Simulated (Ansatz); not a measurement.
# Ta: a trial structure relaxed

Aim: relax Ta from this start, dhcp type (P6_3/mmc, No. 194), and see where it ends.

Program: Ansatz 0.2.0. Level of theory: DFT r2SCAN, scalar-relativistic, plane waves, PAW. These are calculated values, not measurements.

**1. Starting point**

The structure is hexagonal, space group P6_3/mmc (No. 194). The conventional cell has a = 3.048 Å, b = 3.048 Å, c = 9.832 Å, α = 90.00°, β = 90.00°, γ = 120.00°. Ta (site symmetry -3m) is surrounded by 12 Ta at 3.02 to 3.05 Å. Ta (site symmetry -6m2) is surrounded by 12 Ta at 3.02 to 3.05 Å.

As a file:

```cif
data_structure
_symmetry_space_group_name_H-M 'P6_3/mmc'
_symmetry_Int_Tables_number 194
_cell_length_a 3.0484
_cell_length_b 3.0484
_cell_length_c 9.8319
_cell_angle_alpha 90.000
_cell_angle_beta 90.000
_cell_angle_gamma 120.000
_cell_volume 79.13
loop_
_atom_site_label
_atom_site_type_symbol
_atom_site_symmetry_multiplicity
_atom_site_Wyckoff_symbol
_atom_site_fract_x
_atom_site_fract_y
_atom_site_fract_z
_atom_site_occupancy
Ta1 Ta 2 a 0.00000 0.00000 0.00000 1
Ta2 Ta 2 d 0.33333 0.66667 0.75000 1
```

(A quick probe on a coarse mesh, which set the mesh and smearing, is not shown.)

**3. Rough relaxation on the coarse mesh**

input.yaml reads:

```yaml
crystal:
  lattice:
    - [3.0484495144, 0.0, 0.0]
    - [-1.5242247572, 2.6400347216, 0.0]
    - [0.0, 0.0, 9.8318513652]
  atoms:
    - { symbol: Ta, position: [0.0, 0.0, 0.0] }
    - { symbol: Ta, position: [0.0, 0.0, 0.5] }
    - { symbol: Ta, position: [0.3333333333, 0.6666666667, 0.75] }
    - { symbol: Ta, position: [0.6666666667, 0.3333333333, 0.25] }
basis:
  ecutwfc: 500
kpoints:
  mp_grid: { grid: [6, 6, 2] }
hamiltonian:
  xc: r2scan
scf:
  occupations: { method: gaussian, width: 0.1 }
  lower_state_search: "off"
output:
  forces: true
  stress: true
  eigenvalues: true
relax:
  adjacent_minimum: "off"
  f_tol: 0.04
  max_steps: 70
  cell: { stress_tol: 0.4 }
```

The session goes on with these runs: the relaxation.

Before running it: what results should come out?

The runs gave:

```
       quantity                                                                       value
           cell  a = 2.935 Å, b = 2.935 Å, c = 9.952 Å, α = 90.00°, β = 90.00°, γ = 120.00°
    space group                                                          P6_3/mmc (No. 194)
         volume                                                               18.56 Å³/atom
gap on the mesh                                                                none (metal)
```

What this shows: The space group stayed P6_3/mmc, and from the first guess the volume went from 19.78 to 18.56 Å³/atom. Spin-orbit coupling is left out for Ta.
